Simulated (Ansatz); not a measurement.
# PmC: the cost of one run

Program: Ansatz 0.2.0. Level of theory: DFT PBE, scalar-relativistic, plane waves, PAW. These are calculated values, not measurements.

### 1 The system as given

The structure is cubic, space group Pm-3m (No. 221). The conventional cell has a = 3.060 Å, b = 3.060 Å, c = 3.060 Å, α = 90.00°, β = 90.00°, γ = 90.00°. Pm (site symmetry m-3m) is surrounded by 8 C at 2.65 Å. Around C (site symmetry m-3m) lie 8 Pm at 2.65 Å.

As a file:

```cif
data_structure
_symmetry_space_group_name_H-M 'Pm-3m'
_symmetry_Int_Tables_number 221
_cell_length_a 3.0596
_cell_length_b 3.0596
_cell_length_c 3.0596
_cell_angle_alpha 90.000
_cell_angle_beta 90.000
_cell_angle_gamma 90.000
_cell_volume 28.64
loop_
_atom_site_label
_atom_site_type_symbol
_atom_site_symmetry_multiplicity
_atom_site_Wyckoff_symbol
_atom_site_fract_x
_atom_site_fract_y
_atom_site_fract_z
_atom_site_occupancy
Pm1 Pm 1 a 0.00000 0.00000 0.00000 1
C1 C 1 b 0.50000 0.50000 0.50000 1
```

Starting moments: Pm 4.00 μB.

### 2 The first run

input.yaml

```yaml
crystal:
  lattice:
    - [3.0595753755, 0.0, 0.0]
    - [0.0, 3.0595753755, 0.0]
    - [0.0, 0.0, 3.0595753755]
  atoms:
    - { symbol: Pm, position: [0.0, 0.0, 0.0], spin: 4.0 }
    - { symbol: C, position: [0.5, 0.5, 0.5] }
basis:
  ecutwfc: 600
  ecutrho_ratio: 5
kpoints:
  mp_grid: { grid: [12, 12, 12] }
hamiltonian:
  xc: pbe
scf:
  occupations: { method: gaussian, width: 0.05 }
output:
  forces: true
  stress: true
  eigenvalues: true
  populations: true
magnetization:
  spin_polarized: true
```

Started as:

```console
$ ansatz run input.yaml --threads 2 --pin off --max-ram 2662MiB --backend cpu --events-out ev --progress --plain --runs-dir out
```

What time and memory should one allow on 2 threads of Arm Neoverse V1, shared host?

About 25 s, with a peak of 0.47 GiB.
